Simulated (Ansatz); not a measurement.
# GaTe3S: the cost of one run

Computed with Ansatz 0.2.0 (DFT PBE, scalar-relativistic, plane waves, PAW, unless a step's input says otherwise).

## (1) The structure to begin with

Symmetry: P4mm, No. 99, tetragonal system. Conventional cell: a = 4.200 Å, b = 4.200 Å, c = 8.198 Å, α = 90.00°, β = 90.00°, γ = 90.00°. Ga (site symmetry 4mm) has 4 Te at 3.15 Å and 4 S at 3.18 Å in its first shell of neighbours. Around Te (site symmetry 2mm) lie 2 S at 2.42 Å and 6 Te at 2.85 to 2.97 Å and 2 Ga at 3.15 Å. Around Te (site symmetry 4mm) lie 4 Te at 2.85 Å and 1 S at 3.14 Å. S (site symmetry 4mm) is surrounded by 5 Te at 2.42 to 3.14 Å and 4 Ga at 3.18 Å.

Coordinates:

```
CELL_PARAMETERS angstrom
4.19976 0.00000 0.00000
0.00000 4.19976 0.00000
0.00000 0.00000 8.19766
ATOMIC_POSITIONS crystal
Ga 0.00000 0.00000 0.38461
Te 0.50000 0.00000 0.09823
Te 0.00000 0.50000 0.09823
Te 0.50000 0.50000 0.86290
S 0.50000 0.50000 0.24565
```

The cell is invented: random cell by space group and Wyckoff sites (P4mm, No. 99). Lengths come from tabulated atomic sizes and are only a guess.

## (2) The guess as it stands, on a coarse mesh

The input, input.yaml:

```yaml
crystal:
  lattice:
    - [4.1997605, 0.0, 0.0]
    - [0.0, 4.1997605, 0.0]
    - [0.0, 0.0, 8.19765907]
  atoms:
    - { symbol: Ga, position: [0.0, 0.0, 0.38461169] }
    - { symbol: Te, position: [0.5, 0.0, 0.09822884] }
    - { symbol: Te, position: [0.0, 0.5, 0.09822884] }
    - { symbol: Te, position: [0.5, 0.5, 0.86290051] }
    - { symbol: S, position: [0.5, 0.5, 0.24564737] }
basis:
  ecutwfc: 420
kpoints:
  mp_grid: { grid: [4, 4, 2] }
hamiltonian:
  xc: pbe
scf:
  occupations: { method: gaussian, width: 0.1 }
  lower_state_search: "off"
output:
  forces: true
  stress: true
  eigenvalues: true
```

Started as:

```
> ansatz run input.yaml --threads 1 --pin off --max-ram 2560MiB --backend cpu --events-out ev --progress --plain --runs-dir out
```

**Question.** How long does this run take on 1 thread of Intel Xeon at 2.50GHz (Skylake/Cascade Lake), shared host, and how much memory does it need?

About 12 s, with a peak of 0.4 GiB.
